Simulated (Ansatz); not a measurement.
# NaCl: the cost of one run

Program: Ansatz 0.2.0. Level of theory: DFT r²SCAN, frozen-core PAW, scalar-relativistic unless said. These are calculated values, not measurements.

The COD entry's cell or inner coordinates are ideal or old and differ from later refinements, so a difference from it is no clean test against experiment.

2 further runs of the same task are left out: 2 set aside as unsound or not needed.

### Step 1. The structure to begin with

It takes space group Fm-3m (No. 225, cubic). The conventional cell has a = 5.620 Å, b = 5.620 Å, c = 5.620 Å, α = 90.00°, β = 90.00°, γ = 90.00°. Na (site symmetry m-3m) has 6 Cl at 2.81 Å as nearest neighbours. Around Cl (site symmetry m-3m) lie 6 Na at 2.81 Å.

As a file:

```
CELL_PARAMETERS angstrom
0.00000 2.81000 2.81000
2.81000 0.00000 2.81000
2.81000 2.81000 0.00000
ATOMIC_POSITIONS crystal
Na 0.00000 0.00000 0.00000
Cl 0.50000 0.50000 0.50000
```

Cartesian axes are those of the input's lattice vectors. The structure goes back to a database entry.

### Step 2. Cell and atoms relaxed, PAW

The input, input.yaml:

```yaml
crystal:
  lattice:
    - [0.0, 2.81, 2.81]
    - [2.81, 0.0, 2.81]
    - [2.81, 2.81, 0.0]
  atoms:
    - { symbol: Na, position: [0.0, 0.0, 0.0] }
    - { symbol: Cl, position: [0.5, 0.5, 0.5] }
kpoints:
  mp_grid: { grid: [10, 10, 10] }
scf:
  occupations: { method: fermi_dirac, width: 0.1 }
hamiltonian:
  xc: r2scan
  pseudopotentials: { kind: paw }
relax:
  f_tol: 0.002
  max_steps: 80
  cell: {}
output:
  forces: true
  stress: true
  write_density: true
  write_potential: true
  elf: true
  volumetric_format: npy
```

The run is started by

```console
> ansatz run input.yaml --threads 2 --pin off --max-ram 5120MiB --backend cpu --events-out ev --progress --plain --runs-dir out
```

**Question.** How long does this run take on 2 threads of Arm Neoverse V2, shared host, and how much memory does it need?

About 5.8 s, with a peak of 0.44 GiB.
